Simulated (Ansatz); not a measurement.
# Cs2Ge: the cost of one run

Method: DFT PBE, scalar-relativistic, plane waves, PAW, in Ansatz 0.2.0.

**1. The system as given**

The structure is hexagonal, space group P6/mmm (No. 191). The conventional cell has a = 4.776 Å, b = 4.776 Å, c = 5.157 Å, α = 90.00°, β = 90.00°, γ = 120.00°. Around Cs (site symmetry -6m2) lie 3 Cs at 2.76 Å. Ge (site symmetry 6/mmm) has 12 Cs at 3.78 Å as nearest neighbours.

As a file:

```cif
data_structure
_symmetry_space_group_name_H-M 'P6/mmm'
_symmetry_Int_Tables_number 191
_cell_length_a 4.7762
_cell_length_b 4.7762
_cell_length_c 5.1571
_cell_angle_alpha 90.000
_cell_angle_beta 90.000
_cell_angle_gamma 120.000
_cell_volume 101.88
loop_
_atom_site_label
_atom_site_type_symbol
_atom_site_symmetry_multiplicity
_atom_site_Wyckoff_symbol
_atom_site_fract_x
_atom_site_fract_y
_atom_site_fract_z
_atom_site_occupancy
Cs1 Cs 2 d 0.33333 0.66667 0.50000 1
Ge1 Ge 1 a 0.00000 0.00000 0.00000 1
```

This is candidate A: AlB2 type (P6/mmm, No. 191).

(A quick probe on a coarse mesh, which set the mesh and smearing, is not shown.)

**3. Rough relaxation on the coarse mesh (candidate A)**

File input.yaml:

```yaml
crystal:
  lattice:
    - [4.7762271963, 0.0, 0.0]
    - [-2.3881135981, 4.1363340862, 0.0]
    - [0.0, 0.0, 5.1570559428]
  atoms:
    - { symbol: Cs, position: [0.3333333333, 0.6666666667, 0.5] }
    - { symbol: Cs, position: [0.6666666667, 0.3333333333, 0.5] }
    - { symbol: Ge, position: [0.0, 0.0, 0.0] }
basis:
  ecutwfc: 420
kpoints:
  mp_grid: { grid: [6, 6, 4] }
hamiltonian:
  xc: pbe
scf:
  occupations: { method: gaussian, width: 0.1 }
  lower_state_search: "off"
output:
  forces: true
  stress: true
  eigenvalues: true
relax:
  adjacent_minimum: "off"
  f_tol: 0.04
  max_steps: 70
  cell: { stress_tol: 0.4 }
```

The run is started by

```bash
> ansatz run input.yaml --threads 1 --pin off --max-ram 2560MiB --backend cpu --events-out ev --progress --plain --runs-dir out
```

What time and memory should one allow on 1 thread of Arm Neoverse V2, shared host?

About 45 s, with a peak of 0.4 GiB.
